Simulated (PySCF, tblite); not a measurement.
# C₃H₃ClOSi: vibronic structure

Aim: compute the vibronic structure of C₃H₃ClOSi (`O=c1c([SiH3])c1Cl`).

Programs: tblite 0.8.0 and PySCF 2.14.0, with routines of our own; each step states its level. All values are computed. Atoms count from 0.

## (1) The system as given

9 atoms, charge 0, multiplicity 1; geometry from: force field or distance geometry start.

## (2) Optimising the geometry with GFN2-xTB

What the job is given:

```
{"job": {"kind": "relax", "xc": "GFN2-xTB", "basis": "xTB"}, "charge": 0, "multiplicity": 1}
O      2.030500    -1.648300     0.454600
C      1.451800    -0.653200     0.185800
C      0.261300     0.072500    -0.011800
Si    -1.427000    -0.084700    -0.019400
C      1.386700     0.701300    -0.139000
Cl     2.238600     2.027100    -0.461300
H     -1.944200    -0.506300     1.311300
H     -2.096300     1.190500    -0.341500
H     -1.887700    -1.092900    -1.003900
```

Command:

```bash
OMP_NUM_THREADS=1 python excited_run.py task.json out
```

The driver reads the jobs from task.json and runs them one after another.

Log:

```text
step      E/eV     max force
  0    -494.63670    7.296
  1    -495.23053    2.241
  2    -495.37209    1.553
  3    -495.39210    2.212
  4    -495.42032    0.607
  5    -495.42772    0.368
  6    -495.43290    0.204
  7    -495.43658    0.160
  8    -495.43913    0.199
  9    -495.44444    0.250
 10    -495.44850    0.188
 11    -495.45102    0.139
 12    -495.45200    0.089
 13    -495.45283    0.085
 14    -495.45385    0.092
 15    -495.45524    0.147
 16    -495.45723    0.179
 17    -495.45951    0.152
 18    -495.46117    0.098
 19    -495.46190    0.080
 20    -495.46228    0.066
 21    -495.46281    0.076
 22    -495.46363    0.082
 23    -495.46474    0.106
 24    -495.46581    0.143
 25    -495.46669    0.148
 26    -495.46743    0.118
 27    -495.46794    0.062
 28    -495.46813    0.028
 29    -495.46817    0.014
 30    -495.46818    0.013
 31    -495.46820    0.013
 32    -495.46822    0.013
 33    -495.46823    0.008
```

Run time: 0.27 s. Hardware: 1 thread of Arm Neoverse N1, shared host.

Step by step: (not every step is listed)

| step | energy from step 0 (eV) | largest force (eV/Å) |
| --- | --- | --- |
| 0 | 0.0000 | 7.2959 |
| 1 | -0.5938 | 2.2412 |
| 2 | -0.7354 | 1.5528 |
| 3 | -0.7554 | 2.2123 |
| 4 | -0.7836 | 0.6072 |
| 5 | -0.7910 | 0.3683 |
| 6 | -0.7962 | 0.2041 |
| 7 | -0.7999 | 0.1605 |
| 8 | -0.8024 | 0.1985 |
| 10 | -0.8118 | 0.1882 |
| 12 | -0.8153 | 0.0894 |
| 14 | -0.8171 | 0.0916 |
| 16 | -0.8205 | 0.1793 |
| 18 | -0.8245 | 0.0980 |
| 20 | -0.8256 | 0.0665 |
| 22 | -0.8269 | 0.0824 |
| 24 | -0.8291 | 0.1434 |
| 26 | -0.8307 | 0.1181 |
| 28 | -0.8314 | 0.0278 |
| 29 | -0.8315 | 0.0136 |
| 30 | -0.8315 | 0.0132 |
| 31 | -0.8315 | 0.0135 |
| 32 | -0.8315 | 0.0128 |
| 33 | -0.8315 | 0.0083 |

Distances of close pairs at the start and the end, largest changes first:

| bond | before (Å) | after (Å) | change (Å) |
| --- | --- | --- | --- |
| C2–Si3 | 1.696 | 1.873 | +0.177 |
| C4–Cl5 | 1.609 | 1.678 | +0.070 |
| C2–C4 | 1.295 | 1.361 | +0.065 |
| C1–C2 | 1.408 | 1.448 | +0.040 |
| C1–C4 | 1.394 | 1.423 | +0.029 |
| Si3–H6 | 1.489 | 1.460 | -0.028 |
| Si3–H8 | 1.483 | 1.460 | -0.022 |
| Si3–H7 | 1.476 | 1.461 | -0.015 |

The next job starts from the end point, and lists it.

## (3) Harmonic vibrations with GFN2-xTB

What the job is given:

```
{"job": {"kind": "ir", "xc": "GFN2-xTB", "basis": "xTB"}, "charge": 0, "multiplicity": 1}
O      2.217307    -1.702983     0.471556
C      1.568359    -0.738845     0.217115
C      0.298121    -0.072459     0.021275
Si    -1.574338    -0.066203    -0.021568
C      1.449791     0.636740    -0.128863
Cl     2.056673     2.158038    -0.494297
H     -2.017187    -0.450486     1.316040
H     -2.020329     1.281333    -0.368256
H     -1.964836    -1.039141    -1.038181
```

Log:

```text
mode    cm-1     km/mol
  1      20.0      0.13
  2     101.5      0.21
  3     138.2      0.35
  4     201.4      3.92
  5     337.9      0.01
  6     459.1      9.17
  7     485.6     20.69
  8     523.5      0.88
  9     542.8     62.07
 10     572.6    101.81
 11     608.3      5.70
 12     758.0    207.77
 13     770.6    450.83
 14     772.1    160.39
 15     971.1     42.41
 16    1079.2     61.70
 17    1624.8    264.99
 18    2069.9    967.29
 19    2293.0    282.67
 20    2299.9    212.07
 21    2300.9    204.92
```

Wall time 0.35 s (1 thread of Arm Neoverse N1, shared host).

The strongest bands and the atoms that carry them (share of the mass-weighted mode):

| cm⁻¹ | km/mol | atoms |
| --- | --- | --- |
| 758 | 207.8 | H8 48 %, H6 47 % |
| 771 | 450.8 | H7 34 %, H8 29 %, H6 27 % |
| 772 | 160.4 | H7 59 %, H6 20 %, H8 17 % |
| 1625 | 265.0 | C2 49 %, C4 38 % |
| 2070 | 967.3 | C1 66 %, O0 21 % |
| 2293 | 282.7 | H7 91 % |
| 2300 | 212.1 | H6 94 % |
| 2301 | 204.9 | H8 95 % |

## (4) Vibronic structure: TDDFT PBE0/cc-pVDZ

The job, as its differences from that of step 3:

```diff
@@ -1,2 +1,2 @@
-{"job": {"kind": "ir", "xc": "GFN2-xTB", "basis": "xTB"}, "charge": 0, "multiplicity": 1}
+{"job": {"kind": "vib", "xc": "PBE0", "basis": "cc-pVDZ", "tda": false}, "charge": 0, "multiplicity": 1}
 O      2.217307    -1.702983     0.471556
```

Method: TDDFT PBE0/cc-pVDZ vertical-gradient vibronic structure (displaced harmonic oscillators, Condon), gas phase.

Log:

```text
final grid: 40864 points
cycle   1  E = -940.3441319667  dE =  1.149e+00  |g| = 7.810e-01  |ddm| = 5.902e+00
cycle   2  E = -939.7019298080  dE =  6.422e-01  |g| = 1.916e+00  |ddm| = 3.540e+00
cycle   3  E = -940.4724252933  dE = -7.705e-01  |g| = 7.593e-02  |ddm| = 2.543e+00
cycle   4  E = -940.4737231678  dE = -1.298e-03  |g| = 4.041e-02  |ddm| = 2.609e-01
cycle   5  E = -940.4741810277  dE = -4.579e-04  |g| = 9.834e-03  |ddm| = 1.014e-01
cycle   6  E = -940.4742002218  dE = -1.919e-05  |g| = 4.461e-03  |ddm| = 2.009e-02
cycle   7  E = -940.4742046364  dE = -4.415e-06  |g| = 1.471e-03  |ddm| = 7.642e-03
cycle   8  E = -940.4742051898  dE = -5.534e-07  |g| = 4.058e-04  |ddm| = 2.961e-03
cycle   9  E = -940.4742052428  dE = -5.305e-08  |g| = 5.275e-05  |ddm| = 1.041e-03
cycle  10  E = -940.4742052437  dE = -9.177e-10  |g| = 1.640e-05  |ddm| = 1.678e-04
converged SCF energy = -940.4742052437

Singlet excitations (eV, f): 3.961 (0.0000)  5.730 (0.0001)  5.819 (0.0314)  6.320 (0.0018)  6.469 (0.2099)  6.669 (0.0996)

State S1  3.9612 eV  f = 0.00003  H->L 0.99
  relaxed dipole 0.727 D, largest gradient of the excitation energy 0.0671 Eh/bohr
  mode    cm-1        S   lambda/meV  Raman
    2    101.5   13.2319     166.5   0.103
    7    485.6    1.7763     107.0   0.316
   17   1624.8    0.5025     101.2   1.000
    4    201.4    3.4313      85.7   0.105
   11    608.3    0.2314      17.5   0.065
   12    758.0    0.1594      15.0   0.069
    9    542.8    0.2192      14.8   0.049
   13    770.6    0.1302      12.4   0.058
   16   1079.2    0.0483       6.5   0.042
   15    971.1    0.0221       2.7   0.016
    6    459.1    0.0429       2.4   0.007
  reorganisation energy 0.5335 eV, total S 19.803, 0-0 3.4277 eV

State S5  6.4691 eV  f = 0.20988  H->L+1 0.45, H-1->L 0.28, H->L+2 0.22
  relaxed dipole 0.216 D, largest gradient of the excitation energy 0.0682 Eh/bohr
  mode    cm-1        S   lambda/meV  Raman
   11    608.3    2.2613     170.5   1.000
    6    459.1    2.0264     115.3   0.510
    2    101.5    7.6579      96.4   0.094
   18   2069.9    0.1840      47.2   0.942
    4    201.4    1.7714      44.2   0.086
   17   1624.8    0.1891      38.1   0.597
   15    971.1    0.2920      35.2   0.329
    9    542.8    0.3794      25.5   0.134
   13    770.6    0.1280      12.2   0.091
   12    758.0    0.1105      10.4   0.076
   19   2293.0    0.0219       6.2   0.137
    7    485.6    0.0723       4.4   0.020
  reorganisation energy 0.6121 eV, total S 15.129, 0-0 5.8570 eV

State S6  6.6688 eV  f = 0.09956  H->L+2 0.74, H->L+1 0.22
  relaxed dipole 7.619 D, largest gradient of the excitation energy 0.1023 Eh/bohr
  mode    cm-1        S   lambda/meV  Raman
   13    770.6   13.9260    1330.5   1.000
   12    758.0    1.8259     171.6   0.127
    2    101.5   10.3143     129.8   0.013
    4    201.4    4.2473     106.0   0.021
   16   1079.2    0.5851      78.3   0.082
   17   1624.8    0.0654      13.2   0.021
    9    542.8    0.1428       9.6   0.005
   21   2300.9    0.0163       4.6   0.010
   20   2299.9    0.0149       4.2   0.010
   15    971.1    0.0316       3.8   0.004
   18   2069.9    0.0144       3.7   0.007
   14    772.1    0.0090       0.9   0.001
  reorganisation energy 1.8570 eV, total S 31.201, 0-0 4.8118 eV

State T1  3.5106 eV  f = 0.00000  H->L 0.98
  relaxed dipole 0.814 D, largest gradient of the excitation energy 0.0673 Eh/bohr
  mode    cm-1        S   lambda/meV  Raman
    2    101.5   11.9514     150.4   0.108
   17   1624.8    0.4327      87.2   1.000
    7    485.6    1.4180      85.4   0.293
    4    201.4    2.7919      69.7   0.099
    9    542.8    0.4177      28.1   0.108
   13    770.6    0.1257      12.0   0.065
   12    758.0    0.1191      11.2   0.060
   11    608.3    0.1205       9.1   0.039
   18   2069.9    0.0154       4.0   0.058
   16   1079.2    0.0234       3.1   0.024
   15    971.1    0.0247       3.0   0.020
    6    459.1    0.0431       2.5   0.008
  reorganisation energy 0.4667 eV, total S 17.488, 0-0 3.0438 eV
```

Wall time 28 s (1 thread of Arm Neoverse N1, shared host); peak memory 0.56 GiB.

## (5) Vibronic structure: TDDFT BHandHLYP/3-21G

The job, as its differences from that of step 4:

```diff
@@ -1,2 +1,2 @@
-{"job": {"kind": "vib", "xc": "PBE0", "basis": "cc-pVDZ", "tda": false}, "charge": 0, "multiplicity": 1}
+{"job": {"kind": "vib", "xc": "BHandHLYP", "basis": "3-21G", "tda": false, "temperature": 0, "grid": 3, "nbright": 1}, "charge": 0, "multiplicity": 1}
 O      2.217307    -1.702983     0.471556
```

Method: TDDFT BHandHLYP/3-21G vertical-gradient vibronic structure (displaced harmonic oscillators, Condon), gas phase.

Log:

```text
coarse grid: 9456 points
cycle   1  E = -935.7877184454  dE =  8.061e-01  |g| = 8.017e-01  |ddm| = 3.599e+00
cycle   2  E = -935.4973217069  dE =  2.904e-01  |g| = 1.497e+00  |ddm| = 3.754e+00
cycle   3  E = -935.9406205385  dE = -4.433e-01  |g| = 4.173e-02  |ddm| = 2.446e+00
cycle   4  E = -935.9411906616  dE = -5.701e-04  |g| = 3.215e-02  |ddm| = 1.326e-01
cycle   5  E = -935.9414466889  dE = -2.560e-04  |g| = 8.644e-03  |ddm| = 5.274e-02
cycle   6  E = -935.9414706656  dE = -2.398e-05  |g| = 4.377e-03  |ddm| = 2.998e-02
cycle   7  E = -935.9414775140  dE = -6.848e-06  |g| = 1.017e-03  |ddm| = 1.276e-02
final grid: 123920 points
cycle   8  E = -935.9883005225  dE = -3.195e-06  |g| = 1.214e-03  |ddm| = 9.066e-03
cycle   9  E = -935.9883007794  dE = -2.569e-07  |g| = 8.789e-04  |ddm| = 2.852e-03
cycle  10  E = -935.9883009661  dE = -1.867e-07  |g| = 2.115e-04  |ddm| = 1.181e-03
cycle  11  E = -935.9883009784  dE = -1.227e-08  |g| = 6.660e-05  |ddm| = 3.882e-04
cycle  12  E = -935.9883009804  dE = -2.054e-09  |g| = 2.961e-05  |ddm| = 2.356e-04
cycle  13  E = -935.9883009807  dE = -3.192e-10  |g| = 5.746e-06  |ddm| = 9.763e-05
converged SCF energy = -935.9883009807

Singlet excitations (eV, f): 4.720 (0.0008)  5.970 (0.0001)  6.450 (0.1173)  7.091 (0.0029)  7.560 (0.2479)  7.893 (0.0086)

State S1  4.7195 eV  f = 0.00085  H->L 0.96
  relaxed dipole 1.337 D, largest gradient of the excitation energy 0.0826 Eh/bohr
  mode    cm-1        S   lambda/meV  Raman
    2    101.5   13.0584     164.3   0.117
   17   1624.8    0.4340      87.4   1.000
    4    201.4    3.4448      86.0   0.122
    7    485.6    1.3018      78.4   0.268
   11    608.3    0.3400      25.6   0.110
   16   1079.2    0.1702      22.8   0.173
   12    758.0    0.1804      17.0   0.090
   13    770.6    0.1377      13.2   0.071
   18   2069.9    0.0481      12.3   0.180
    6    459.1    0.2016      11.5   0.037
    9    542.8    0.0938       6.3   0.024
  reorganisation energy 0.5262 eV, total S 19.417, 0-0 4.1933 eV

State S5  7.5603 eV  f = 0.24789  H->L+2 0.53, H->L+1 0.20, H-1->L 0.12
  relaxed dipole 2.204 D, largest gradient of the excitation energy 0.1217 Eh/bohr
  mode    cm-1        S   lambda/meV  Raman
   11    608.3    9.7621     736.2   1.000
    6    459.1    7.4796     425.7   0.436
    2    101.5    4.7203      59.4   0.013
    9    542.8    0.6283      42.3   0.051
    7    485.6    0.5310      32.0   0.035
   16   1079.2    0.1667      22.3   0.054
   15    971.1    0.1507      18.1   0.039
   18   2069.9    0.0479      12.3   0.057
   13    770.6    0.1230      11.8   0.020
   12    758.0    0.0593       5.6   0.009
  reorganisation energy 1.3679 eV, total S 23.679, 0-0 6.1923 eV

State T1  4.2497 eV  f = 0.00000  H->L 0.95
  relaxed dipole 1.291 D, largest gradient of the excitation energy 0.0822 Eh/bohr
  mode    cm-1        S   lambda/meV  Raman
    2    101.5   11.7823     148.3   0.114
   17   1624.8    0.4021      81.0   1.000
    7    485.6    1.0421      62.7   0.232
    4    201.4    2.4247      60.5   0.093
   18   2069.9    0.1210      31.1   0.488
    9    542.8    0.2624      17.7   0.073
   11    608.3    0.1877      14.2   0.065
   13    770.6    0.1423      13.6   0.080
   12    758.0    0.1392      13.1   0.075
   16   1079.2    0.0968      13.0   0.106
    6    459.1    0.1852      10.5   0.037
  reorganisation energy 0.4666 eV, total S 16.792, 0-0 3.7831 eV
```

Run time: 33 s. Hardware: 1 thread of Arm Neoverse N1, shared host; peak memory 0.57 GiB.

## (6) Vibronic structure: TDDFT LDA/6-31G*

The job, as its differences from that of step 5:

```diff
@@ -1,2 +1,2 @@
-{"job": {"kind": "vib", "xc": "BHandHLYP", "basis": "3-21G", "tda": false, "temperature": 0, "grid": 3, "nbright": 1}, "charge": 0, "multiplicity": 1}
+{"job": {"kind": "vib", "xc": "LDA", "basis": "6-31G*", "tda": false, "temperature": 0, "fwhm_ev": 0.15, "nbright": 1}, "charge": 0, "multiplicity": 1}
 O      2.217307    -1.702983     0.471556
```

Method: TDDFT LDA/6-31G* vertical-gradient vibronic structure (displaced harmonic oscillators, Condon), gas phase.

Log:

```text
final grid: 40864 points
cycle   1  E = -936.5222149577  dE =  9.939e-01  |g| = 8.217e-01  |ddm| = 3.402e+00
cycle   2  E = -933.6032048028  dE =  2.919e+00  |g| = 2.943e+00  |ddm| = 3.935e+00
cycle   3  E = -936.5907161852  dE = -2.988e+00  |g| = 5.148e-01  |ddm| = 3.743e+00
cycle   4  E = -936.6437529582  dE = -5.304e-02  |g| = 2.929e-01  |ddm| = 7.832e-01
cycle   5  E = -936.6558578742  dE = -1.210e-02  |g| = 1.924e-01  |ddm| = 4.981e-01
cycle   6  E = -936.6655245186  dE = -9.667e-03  |g| = 6.109e-02  |ddm| = 2.718e-01
cycle   7  E = -936.6664316711  dE = -9.072e-04  |g| = 1.018e-02  |ddm| = 6.133e-02
cycle   8  E = -936.6664647190  dE = -3.305e-05  |g| = 2.050e-03  |ddm| = 1.967e-02
cycle   9  E = -936.6664660917  dE = -1.373e-06  |g| = 7.833e-04  |ddm| = 4.500e-03
cycle  10  E = -936.6664662552  dE = -1.635e-07  |g| = 3.160e-04  |ddm| = 1.569e-03
cycle  11  E = -936.6664662850  dE = -2.971e-08  |g| = 3.343e-05  |ddm| = 5.110e-04
cycle  12  E = -936.6664662852  dE = -2.904e-10  |g| = 2.204e-05  |ddm| = 7.628e-05
converged SCF energy = -936.6664662852

Singlet excitations (eV, f): 3.314 (0.0001)  5.032 (0.0052)  5.417 (0.0249)  5.490 (0.0001)  5.633 (0.0013)  5.700 (0.2378)

State S1  3.3136 eV  f = 0.00011  H->L 1.00
  relaxed dipole 0.328 D, largest gradient of the excitation energy 0.0847 Eh/bohr
  mode    cm-1        S   lambda/meV  Raman
   17   1624.8    0.7297     147.0   1.000
    7    485.6    2.3914     144.0   0.293
    2    101.5   11.1096     139.8   0.059
    4    201.4    3.4253      85.5   0.072
   18   2069.9    0.1625      41.7   0.361
   12    758.0    0.2463      23.1   0.073
   11    608.3    0.2946      22.2   0.057
    9    542.8    0.3163      21.3   0.048
   13    770.6    0.1886      18.0   0.058
   15    971.1    0.1395      16.8   0.068
   16   1079.2    0.0197       2.6   0.012
  reorganisation energy 0.6652 eV, total S 19.041, 0-0 2.6484 eV

State S6  5.6995 eV  f = 0.23778  H-1->L 0.67, H->L+1 0.23
  relaxed dipole 0.402 D, largest gradient of the excitation energy 0.1418 Eh/bohr
  mode    cm-1        S   lambda/meV  Raman
   17   1624.8    1.3465     271.2   1.000
   18   2069.9    0.7325     188.0   0.883
   15    971.1    0.7075      85.2   0.188
    2    101.5    2.0537      25.8   0.006
   13    770.6    0.1401      13.4   0.023
    7    485.6    0.1856      11.2   0.012
    6    459.1    0.1501       8.5   0.009
    9    542.8    0.1048       7.1   0.009
    4    201.4    0.2810       7.0   0.003
   21   2300.9    0.0160       4.6   0.024
   12    758.0    0.0438       4.1   0.007
   20   2299.9    0.0144       4.1   0.021
  reorganisation energy 0.6345 eV, total S 5.811, 0-0 5.0650 eV
  absorption maximum 5.587 eV, width 0.822 eV

State T1  2.9881 eV  f = 0.00000  H->L 1.00
  relaxed dipole 0.425 D, largest gradient of the excitation energy 0.0626 Eh/bohr
  mode    cm-1        S   lambda/meV  Raman
   17   1624.8    0.6474     130.4   1.000
    2    101.5   10.2054     128.4   0.062
    7    485.6    2.0625     124.2   0.285
    4    201.4    2.9107      72.7   0.069
    9    542.8    0.4859      32.7   0.084
   12    758.0    0.1917      18.0   0.064
   18   2069.9    0.0696      17.9   0.174
   13    770.6    0.1860      17.8   0.065
   15    971.1    0.1400      16.9   0.077
   11    608.3    0.1883      14.2   0.041
   16   1079.2    0.0112       1.5   0.008
  reorganisation energy 0.5771 eV, total S 17.115, 0-0 2.4110 eV
```

Wall time 15 s (1 thread of Arm Neoverse N1, shared host); peak memory 0.57 GiB.

## (7) Results

```
                                                                                       quantity                      value
                                                      strongest single infrared mode (GFN2-xTB)      2070 cm⁻¹, 967 km/mol
                                                                   zero-point energy (GFN2-xTB)              27.1 kcal/mol
   S1: vertical, reorganisation, 0-0, total S (step 4, TDDFT PBE0/cc-pVDZ, modes from GFN2-xTB)  3.96, 0.53, 3.43 eV; 19.8
   S5: vertical, reorganisation, 0-0, total S (step 4, TDDFT PBE0/cc-pVDZ, modes from GFN2-xTB)  6.47, 0.61, 5.86 eV; 15.1
   S6: vertical, reorganisation, 0-0, total S (step 4, TDDFT PBE0/cc-pVDZ, modes from GFN2-xTB)  6.67, 1.86, 4.81 eV; 31.2
S1: vertical, reorganisation, 0-0, total S (step 5, TDDFT BHandHLYP/3-21G, modes from GFN2-xTB)  4.72, 0.53, 4.19 eV; 19.4
S5: vertical, reorganisation, 0-0, total S (step 5, TDDFT BHandHLYP/3-21G, modes from GFN2-xTB)  7.56, 1.37, 6.19 eV; 23.7
  T1: vertical, reorganisation, 0-0, total S (step 5, TDA BHandHLYP/3-21G, modes from GFN2-xTB)  4.25, 0.47, 3.78 eV; 16.8
     S1: vertical, reorganisation, 0-0, total S (step 6, TDDFT LDA/6-31G*, modes from GFN2-xTB)  3.31, 0.67, 2.65 eV; 19.0
     S6: vertical, reorganisation, 0-0, total S (step 6, TDDFT LDA/6-31G*, modes from GFN2-xTB)   5.70, 0.63, 5.07 eV; 5.8
       T1: vertical, reorganisation, 0-0, total S (step 6, TDA LDA/6-31G*, modes from GFN2-xTB)  2.99, 0.58, 2.41 eV; 17.1
```

All 21 modes are real, so the xTB geometry is a minimum. The strongest single mode, at 2070 cm⁻¹, moves mainly C1. GFN2-xTB is a fitted tight-binding method: band positions and strengths are rough. Its intensities can rank the bands wrongly. In steps 4, 5, 6 the harmonic model is doubtful. Where the total S runs above about 15, the geometry moves far on excitation and the harmonic model is stretched, so its 0-0 value is in doubt. The vibronic model keeps the ground-state modes (from xTB) and shifts them along the gradient alone, so it can miss much of the relaxation that a full optimisation finds.
